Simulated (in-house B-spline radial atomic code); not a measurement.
**Al¹²⁺: ionisation energy by several methods**

Wanted: one ionisation energy, Al¹²⁺ to configuration bare nucleus, up the ladder of functionals.

Method: Dirac-Coulomb, several functionals; spherical all-electron atom at the radial basis limit. Code: in-house B-spline radial atomic code version 1.

## (1) What is computed

```
element       : aluminium (Z = 13)
charge        : +12
electrons     : 1
configuration : 1s1
nucleus       : Fermi, rms radius 3.061 fm
```

## (2) PBEsol

Settings, as recorded:

```ini
Z = 13
electrons = 1.0
configuration = 1s1
hamiltonian = dirac
method = pbesol
spin_polarised = False
nucleus = fermi
rms_radius = 3.061
mass_number = 27
atomic_mass = 26.981538408
speed_of_light = 137.035999084
```

## (3) LDA (VWN5)

Changes to the settings of step 2:

```diff
@@ -4,3 +4,3 @@
 hamiltonian = dirac
-method = pbesol
+method = lda,vwn
 spin_polarised = False
```

## (4) BLYP

Changes to the settings of step 3:

```diff
@@ -4,3 +4,3 @@
 hamiltonian = dirac
-method = lda,vwn
+method = b88,lyp
 spin_polarised = False
```

**Question.** The tabulated ionisation energy is 2304.14 ± 1.2e-05 eV (tabulated theoretical; NIST Atomic Spectra Database). What does each method give, and which comes nearest?

The runs gave:

| method | rung | total energy (hartree) | ΔSCF (eV) | with Breit, QED, recoil (eV) | −ε highest (eV) | corrected ΔSCF less tabulated (eV) |
| --- | --- | --- | --- | --- | --- | --- |
| LDA (VWN5) | LDA | -83.4996 | 2272.14 | 2271.53 | 2187.42 (1s1/2) | -32.61 |
| PBEsol | GGA | -83.7788 | 2279.74 | 2279.13 | 2193.43 (1s1/2) | -25.01 |
| BLYP | GGA | -83.9999 | 2285.75 | 2285.14 | 2199.29 (1s1/2) | -19.00 |

**Reading.** Against the tabulated ionisation energy, 2304.14 ± 1.2e-05 eV (tabulated theoretical; NIST Atomic Spectra Database), the best here is BLYP (-19.00 eV) and the worst LDA (VWN5) (-32.61 eV, or 1.4 %). Open shells are averaged (over orientations, and over spins where the run is restricted), while tables refer to the lowest levels. For the semilocal functionals minus the highest level recovers only 96 % of their own ΔSCF value, a mark of self-interaction.

Members of this set that are not shown: 1 used exact exchange with fractional occupations of an open shell, which is unsound here.
